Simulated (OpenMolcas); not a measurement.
# Cu²⁺ among point charges: CASSCF and CASPT2 levels and susceptibility

Aim: the splitting of the states of Cu²⁺ in the field of 6 point charges, its lowest levels with spin-orbit coupling and its magnetic susceptibility.

Method: state-averaged CASSCF and CASPT2, spin-orbit coupling by RASSI with atomic mean-field integrals. Code: OpenMolcas 26.06.

### Step 1. The atom as given

* Species: Cu²⁺ (copper, Z = 29, 27 electrons)
* Basis: ANO-RCC-VDZP [5s4p2d1f], 34 functions
* Scalar Hamiltonian: DKH2, point nucleus
* Inactive shells: 1s 2s 2p 3s 3p
* Active space: 9 electrons in 5 orbitals (3d)
* Some configurations of this space: 3d9
* Orbitals: optimised for each spin and parity, averaged over all roots

Outer shells as boxes (Hund's rule):

3d9
```
3d [↑↓][↑↓][↑↓][↑↓][↑ ]
```

The ion sits among 6 point charges of -2 e arranged as an octahedron (Oh), 1.95 Å from the ion.

The work runs as a chain of OpenMolcas steps in one folder; each step below is one input file. Labels, J, g values, rates, χT and fits are worked out afterwards by a script from the matrices that RASSI stores. The input lists half of the charges; inversion (Group=XYZ) makes the rest.

### Step 2. One- and two-electron integrals

Input file a.inp:

```
&GATEWAY
Coord
1

Cu 0.0 0.0 0.0
Basis=ANO-RCC-VDZP
Group=XYZ
NoMove
AngMom=0.0 0.0 0.0
AMFI
XField
3 Angstrom 0
1.950000 0.000000 0.000000 -2.000000
0.000000 1.950000 0.000000 -2.000000
0.000000 0.000000 1.950000 -2.000000
&SEWARD
```

Run with:

```sh
$ OMP_NUM_THREADS=1 MOLCAS_MEM=1689 MOLCAS_PROJECT=a pymolcas a.inp > a.log
```

What it wrote:

```text
Basis set label: CU.ANO-RCC...5S4P2D1F.

      Electronic valence basis set:
      ------------------
      Associated Effective Charge  29.000000 au
      Associated Actual Charge     29.000000 au
      Nuclear Model: Point charge

      Shell  nPrim  nBasis  Cartesian Spherical Contaminant
         s      21       5        X
         p      15       4        X
         d      10       2                 X
         f       6       1                 X
                  Relativistic Douglas-Kroll-Hess integrals:
                    - DKH order of Hamiltonian: 2
                    - DKH order of Properties : 0
                  Atomic mean-field integrals
```

### Step 3. CASSCF: doublets of even parity, 5 roots

Input file a.inp:

```
&RASSCF
FileOrb=start.orb
Symmetry=1
Spin=2
nActEl=9 0 0
Inactive=3 6
Ras2=5 0
CIRoot=5 5 1
SDav=5
CIMx=300
Iter=120 100
PrWF=0.3
OrbListing=Nothing
MaxOrb=0
>>> COPY $Project.JobIph JOB001
```

start.orb holds the contracted functions of the basis, ordered by shell, or the orbitals of the step before.

What it wrote:

```text
Wave function specifications:
      -----------------------------

      Number of closed shell electrons          18
      Number of electrons in active shells       9
      Max number of holes in RAS1 space          0
      Max nr of electrons in RAS3 space          0
      Number of inactive orbitals                9
      Number of active orbitals                  5
      Number of secondary orbitals              20
      Spin quantum number                      0.5
      State symmetry                             1
Orbital specifications:
      -----------------------

      Symmetry species                           1   2
                                                ag  au
      Frozen orbitals                            0   0
      Inactive orbitals                          3   6
      Active orbitals                            5   0
      RAS1 orbitals                              0   0
      RAS2 orbitals                              5   0
      RAS3 orbitals                              0   0
      Secondary orbitals                         7  13
      Deleted orbitals                           0   0
      Number of basis functions                 15  19
      Number of CSFs                             5
      Number of root(s) required                 5
      Iter CI   SX   CI       RASSCF       Energy    max ROT     max BLB   max BLB  Level Ln srch  Step   QN
          iter iter root      energy       change     param      element    value   shift minimum  type update
 Nr of preliminary CI iterations:   1
      Total energies have been shifted. Add                -1000.00 au
        1   1    6    0  -658.64931081    0.00E+00  -7.86E-02    8  15 1  3.95E-01*  0.21   0.00    SX    NO
        2   1    6    0  -658.68013812   -3.08E-02*  5.08E-02    4  10 2  2.82E-01*  0.52   0.00    SX    NO
        3   1    6    0  -658.70438604   -2.42E-02*  3.81E-02    8  15 1  1.88E-01*  0.27   0.00    SX    NO
        4   1    6    0  -658.71156305   -7.18E-03*  3.07E-02    4  10 2  1.52E-01*  0.46   0.00    SX    NO
        5   1    6    0  -658.71854800   -6.98E-03* -1.24E-02    4  10 2 -1.19E-01*  0.31   0.57    LS   YES
        6   1    5    0  -658.72784240   -9.29E-03* -1.06E-03    5  11 2 -8.55E-03*  0.37   1.06    QN   YES
        7   1    4    0  -658.72787959   -3.72E-05*  2.29E-04    8  15 1  1.03E-03*  0.37   1.08    QN   YES
        8   1    4    0  -658.72788066   -1.07E-06*  9.44E-05    5  12 1 -3.45E-04*  0.37   1.39    QN   YES
        9   1    4    0  -658.72788080   -1.37E-07*  4.03E-06    6  12 2  5.65E-05   0.37   1.04    QN   YES
       10   1    3    0  -658.72788080   -1.07E-09  -6.32E-07    6  12 2  8.70E-06   0.37   1.13    QN   YES
      Convergence after 10 iterations
       11   1    3    0  -658.72788080   -2.50E-11  -6.32E-07    7  14 1  5.53E-07   0.37   1.13    QN   YES
      Natural orbitals and occupation numbers for root  1
      sym 1:   2.000000   2.000000   1.000000   2.000000   2.000000
      Natural orbitals and occupation numbers for root  2
      sym 1:   2.000000   2.000000   2.000000   2.000000   1.000000
      Natural orbitals and occupation numbers for root  3
      sym 1:   2.000000   1.000000   2.000000   2.000000   2.000000
::    RASSCF root number  1 Total energy:  -1658.73887041
::    RASSCF root number  2 Total energy:  -1658.73887041
::    RASSCF root number  3 Total energy:  -1658.72055439
::    RASSCF root number  4 Total energy:  -1658.72055439
::    RASSCF root number  5 Total energy:  -1658.72055439
```

### Step 4. State interaction with spin-orbit coupling

Input file a.inp:

```
&RASSI
NrOfJobIphs=1 5
1 2 3 4 5
IphNames
JOB001
EJob
SpinOrbit
DIPRint=1.0
SOCoupling=1000.0
Subsets=2
Property=9
'ANGMOM' 1 'ANGMOM' 2 'ANGMOM' 3 'MLTPL  1' 1 'MLTPL  1' 2 'MLTPL  1' 3
'AMFI' 1 'AMFI' 2 'AMFI' 3
SOProperty=3
'ANGMOM' 1 'ANGMOM' 2 'ANGMOM' 3
```

What it wrote:

```text
SPIN-FREE ENERGIES:
  (Shifted by EMIN (a.u.) =      -1658.7388704113)

 SF State       Relative EMIN(au)   Rel lowest level(eV)    D:o, cm**(-1)      L_eff

     1             0.0000000000        0.0000000000              0.0000         2.0
     2             0.0000000000        0.0000000000              0.0000         2.0
     3             0.0183160202        0.4984042995           4019.9018         2.0
     4             0.0183160202        0.4984042995           4019.9018         2.0
     5             0.0183160202        0.4984042995           4019.9018         2.0
     Dipole printing threshold changed to   1.00000000E+00
Eigenvalues of complex Hamiltonian:
   -----------------------------------
  (Shifted by EMIN (a.u.) =      -1658.7388704113)

 SO State       Relative EMIN(au)   Rel lowest level(eV)    D:o, cm**(-1)     J-value

     1            -0.0010557868        0.0000000000              0.0000         1.6
     2            -0.0010557868        0.0000000000              0.0000         1.6
     3            -0.0010557868        0.0000000000              0.0000         2.0
     4            -0.0010557868        0.0000000000              0.0000         2.0
     5             0.0145465583        0.4245614372           3424.3189         2.0
     6             0.0145465583        0.4245614372           3424.3189         2.0
     7             0.0212565379        0.6071492840           4896.9892         0.9
     8             0.0212565379        0.6071492840           4896.9892         1.7
     9             0.0212565379        0.6071492840           4896.9892         0.9
    10             0.0212565379        0.6071492840           4896.9892         1.7
Weights of the five most important spin-orbit-free states for each spin-orbit state.

 SO State  Total energy (au)           Spin-free states, spin, and weights
 -------------------------------------------------------------------------------------------------------
    1        -0.001056       2 0.5  0.9389    4 0.5  0.0250    5 0.5  0.0222    1 0.5  0.0137    3 0.5  0.0001
    2        -0.001056       2 0.5  0.9374    4 0.5  0.0252    5 0.5  0.0220    1 0.5  0.0153    3 0.5  0.0001
    3        -0.001056       1 0.5  0.9389    3 0.5  0.0314    2 0.5  0.0137    5 0.5  0.0093    4 0.5  0.0066
    4        -0.001056       1 0.5  0.9374    3 0.5  0.0314    2 0.5  0.0153    5 0.5  0.0095    4 0.5  0.0064
    5         0.014547       4 0.5  0.3333    3 0.5  0.3333    5 0.5  0.3333    2 0.5  0.0000    1 0.5  0.0000
    6         0.014547       3 0.5  0.3333    4 0.5  0.3333    5 0.5  0.3333    1 0.5  0.0000    2 0.5  0.0000
    7         0.021257       5 0.5  0.6351    4 0.5  0.1616    3 0.5  0.1560    2 0.5  0.0384    1 0.5  0.0089
    8         0.021257       3 0.5  0.4791    4 0.5  0.4736    1 0.5  0.0384    2 0.5  0.0089    5 0.5  0.0000
    9         0.021257       5 0.5  0.6351    4 0.5  0.1616    3 0.5  0.1560    2 0.5  0.0384    1 0.5  0.0089
   10         0.021257       3 0.5  0.4791    4 0.5  0.4735    1 0.5  0.0384    2 0.5  0.0089    5 0.5  0.0000
 -------------------------------------------------------------------------------------------------------
```

Time for these steps: 1.9 s (1 thread of Arm Neoverse V1, shared host).

Spin-free states, with their symmetry labels:

```csv
state,degeneracy,E (cm-1),free-ion L (%)
2E,2,0,D (100)
2T2,3,4020,D (100)
```

With spin-orbit coupling:

```
E (cm-1)  Degeneracy  Label  2S+1               g
     0.0           4     Γ8     2                
    3424           2     Γ7     2  2.00 2.00 2.00
    4897           4     Γ8     2
```

Principal g values are given for doublets only; a zero marks a field direction without first-order Zeeman splitting.

Powder χT (cm³ K/mol): 0.68 at 2 K, 0.68 at 5 K, 0.68 at 10 K, 0.68 at 20 K, 0.69 at 50 K, 0.70 at 100 K, 0.72 at 150 K, 0.73 at 200 K, 0.74 at 250 K, 0.75 at 300 K.

A ligand-field fit to the states below 45000 cm-1 gives 10Dq = 4020 cm-1, the gap between the two states.

Orbitals of the lowest block (energies include the constant potential of the surroundings):

```csv
shell,space,energy (hartree),mean occupation,⟨r²⟩ (bohr²)
1s,inactive,-330.1917,2.000,0.00362
2s,inactive,-39.4089,2.000,0.0646
2p,inactive,-33.5529,6.000,0.0521
3s,inactive,-2.9281,2.000,0.582
3p,inactive,-1.1252,6.000,0.657
3d,RAS2,,9.000,1.17
```

### Step 5. CASPT2: IPEA 0.25, imaginary shift 0.1 (closed shells correlated: 3s 3p)

Input file a.inp:

```
>>> COPY JOB001 $Project.JobIph
&CASPT2
Multistate=5 1 2 3 4 5
NoMult
Frozen=2 3
IPEA=0.25
Imaginary=0.1
MaxIter=60
WThr=0.0 0.3 0.05
PrWF=0.5
NoMix
```

What it wrote:

```text
Orbital specifications:
      -----------------------

      Symmetry species                           1   2
                                                ag  au
      Frozen orbitals                            2   3
      Inactive orbitals                          1   3
      Active orbitals                            5   0
      Secondary orbitals                         7  13
      Deleted orbitals                           0   0
      Number of basis functions                 15  19
Type of calculation                        SS-CASPT2
      Fock operator                              state-specific
      IPEA shift                                 0.25
      Real shift                                 0.00
      Imaginary shift                            0.10
      The input orbitals will be transformed to quasi-canonical
Reference energy:       -1658.7388704113
      E2 (Non-variational):      -0.5284637314
      Shift correction:          -0.0001305075
      E2 (Variational):          -0.5285942389
      Total energy:           -1659.2674646502
      Residual norm:              0.0000003581
      Reference weight:           0.93118
      Contributions to the CASPT2 correlation energy
      Active & Virtual Only:         -0.3034746354
      One Inactive Excited:          -0.1753739157
      Two Inactive Excited:          -0.0496151803
Reference energy:       -1658.7388704113
      E2 (Non-variational):      -0.5284600645
      Shift correction:          -0.0001303886
      E2 (Variational):          -0.5285904532
      Total energy:           -1659.2674608645
      Residual norm:              0.0000008793
      Reference weight:           0.93119
      Contributions to the CASPT2 correlation energy
      Active & Virtual Only:         -0.3034718311
      One Inactive Excited:          -0.1753731413
      Two Inactive Excited:          -0.0496150921
::    CASPT2 Root  1     Total energy:  -1659.26746465
::    CASPT2 Root  2     Total energy:  -1659.26746086
::    CASPT2 Root  3     Total energy:  -1659.24607058
::    CASPT2 Root  4     Total energy:  -1659.24607058
::    CASPT2 Root  5     Total energy:  -1659.24607058
```

Time for this run: 0.6 s (1 thread of Arm Neoverse V1, shared host).

SS-CASPT2: lowest energy less the reference's lowest, -0.5286 hartree; reference weights 0.931 to 0.932.

States without spin-orbit coupling:

| state | degeneracy | E (cm-1) | free-ion L (%) |
| --- | --- | --- | --- |
| 2E | 2 | 0 | D (100) |
| 2T2 | 3 | 4695 | D (100) |

With spin-orbit coupling:

| E (cm-1) | Degeneracy | Label | 2S+1 | g |
| --- | --- | --- | --- | --- |
| 0 | 4 | Γ8 | 2 |  |
| 4070 | 2 | Γ7 | 2 | 2.00 2.00 2.00 |
| 5520 | 4 | Γ8 | 2 |  |

Powder χT (cm³ K/mol): 0.64 at 2 K, 0.64 at 5 K, 0.64 at 10 K, 0.65 at 20 K, 0.65 at 50 K, 0.66 at 100 K, 0.67 at 150 K, 0.68 at 200 K, 0.70 at 250 K, 0.71 at 300 K.

A ligand-field fit to the states below 45000 cm-1 gives 10Dq = 4695 cm-1, the gap between the two states.

### Step 6. The methods side by side

A. CASSCF
B. SS-CASPT2, IPEA 0.25, imaginary shift 0.1 (closed shells correlated: 3s 3p)

```
method  ground state  first state of that spin (cm-1)  first gap with spin-orbit (cm-1)  χT at 300 K
     A            2E                         2T2 4020                            3424.3         0.75
     B            2E                         2T2 4695                            4071.2         0.71
```

### Step 7. Results

| quantity | value |
| --- | --- |
| method | SS-CASPT2, IPEA 0.25, imaginary shift 0.1 (closed shells correlated: 3s 3p) |
| spin-free ground state | 2E, 2-fold in its orbital part |
| first state of the same spin within the active space | 2T2 at 4700 cm⁻¹ |
| lowest level | 4-fold Γ8 |
| next level | 4071.2 cm⁻¹ |
| χT at 300 K | 0.71 cm³ K/mol |
| effective moment at 300 K | 2.38 μB |

Cost by method:

```
                                              method  time of its own steps  time with the reference
                                           A. CASSCF                  1.9 s                    1.9 s
B. SS-CASPT2, IPEA 0.25, imaginary shift 0.1, +3s 3p                  0.6 s                    2.5 s
```

Times are of one thread on a shared host.

The spin-free ground state (2E) comes to 100 % from free-ion D terms and keeps the highest spin of the shell. χT at 300 K is 0.71, against 0.38 cm³ K/mol for the spin alone, so orbital moment adds to it. A ligand-field fit to the states below 45000 cm-1 gives 10Dq = 4695 cm-1, the gap between the two states. An orbital doublet at a regular site is open to a Jahn-Teller distortion, which this geometry leaves out. The field of point charges can differ much from that of real complexes. This is an electrostatic model: the charges have no orbitals.
